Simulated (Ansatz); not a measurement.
# InH₂+ (triplet): B2PLYP, RPA-PBE over a scan of the angle H2–In1–H3, def2-TZVPP

Aim: run InH₂+ (triplet) with these functionals over a scan of the angle H2–In1–H3, and hold them against the top wave-function level at the same points.

Program: Ansatz 0.2.0, Gaussian basis. Level of theory: def2-TZVPP, all electrons in the functionals, frozen cores in the correlation of double hybrids and RPA. These are calculated values, not measurements.

To be run: B2PLYP, RPA-PBE, at 68.6°; 71.1°; 91.9°; 101.2°; 125.9°; 140.4°; 156.4°; 180.0°.

13 further runs of the same task are left out: 11 that didn't finish, 2 set aside as unsound or not needed.

## (1) The geometry

The geometry derives from a PBE0/def2-TZVP stationary point (not a proven minimum). One angle is set to the value named; bond lengths are kept. No spin-orbit coupling is included. Elements past krypton take def2 core potentials.

3 atoms, charge 1, spin multiplicity 3.

Atoms are counted from 1 here; the program's logs count them from 0.

Bond lengths: In1–H2 1.966 Å, In1–H3 1.966 Å. Angles: H2–In1–H3 71.1°.

Coordinates:

```
In    0.00000    0.00000   -0.02760
H     0.00000    1.14329    1.57221
H     0.00000   -1.14329    1.57221
```

No dispersion term is added.

The geometry shown and the zero of energy belong to the point 71.1°. The yardstick, FCI, and other wave-function levels (R restricted, U unrestricted, valence and pair active spaces) come from earlier runs.

## (2) B2PLYP, 68.6°

The input, in.yaml:

```yaml
crystal:
  periodic: [false, false, false]
  atoms:
    - {symbol: In, position_ang: [0.000000, 0.000000, -0.028028]}
    - {symbol: H, position_ang: [0.000000, 1.108090, 1.596371]}
    - {symbol: H, position_ang: [0.000000, -1.108090, 1.596371]}
basis:
  gaussian: {orbitals: def2-TZVPP}
total_charge: 1
magnetization: {spin_polarized: true, initial_magnetization: 2}
hamiltonian: {xc: {name: B2PLYP}}
correlation: {electrons: outside_noble_gas}
```

The run is started by

```console
> ansatz run in.yaml --threads 1 --pin off --events-out ev --progress --plain --max-ram 2393MiB
```

Further steps of the session: B2PLYP, 71.1°; B2PLYP, 91.9°; B2PLYP, 101.2°; B2PLYP, 125.9°; B2PLYP, 140.4°; B2PLYP, 156.4°; B2PLYP, 180.0°; RPA-PBE, 68.6°; RPA-PBE, 71.1°; RPA-PBE, 91.9°; RPA-PBE, 101.2°; RPA-PBE, 125.9°; RPA-PBE, 140.4°; RPA-PBE, 156.4°; RPA-PBE, 180.0°.

**Question.** What will the summary of the whole plan be? Wanted: span of the FCI curve; largest miss, B2PLYP; largest miss, RPA-PBE.

The runs gave:

| quantity | value |
| --- | --- |
| span of the FCI curve | 129.4 kJ/mol |
| largest miss, B2PLYP | -8.6 kJ/mol (180.0°) |
| largest miss, RPA-PBE | -8.7 kJ/mol (180.0°) |

In words: All of them stay within 8.7 kJ/mol of the yardstick, too close to rank. Functionals and the yardstick converge differently with the basis, so part of each miss in def2-TZVPP is the basis.
